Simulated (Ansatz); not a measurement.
KRh: equation of state with PBE

The system is KRh.

```
CELL_PARAMETERS angstrom
3.92662 0.00000 0.00000
0.00000 3.92662 0.00000
0.00000 0.00000 3.92662
ATOMIC_POSITIONS crystal
K 0.00000 0.00000 0.00000
Rh 0.50000 0.50000 0.50000
```

The cell was built by a generator and needn't be a form met in nature.

```
Program             : Ansatz 0.2.0
Task                : equation of state
Functional          : PBE
Potentials or basis : all-electron LAPW, scalar-relativistic
Basis error allowed : 0.0005 eV/atom
k mesh              : 7 × 7 × 7
Occupations         : fermi-dirac, width 0.05 eV
Spin                : no spin polarisation
```

```
Equilibrium volume : outside the volumes run
```

Energy against volume, from the lowest point:
```csv
volume (Å³/atom),energy (meV/atom)
28.455,0.00
29.060,10.91
29.666,22.63
30.271,35.05
30.876,48.08
31.482,61.64
32.087,75.63
```

All runs of the series together: 18 s on 1 thread of Intel(R) Xeon(R) 6975P-C (Granite Rapids), on a shared host.
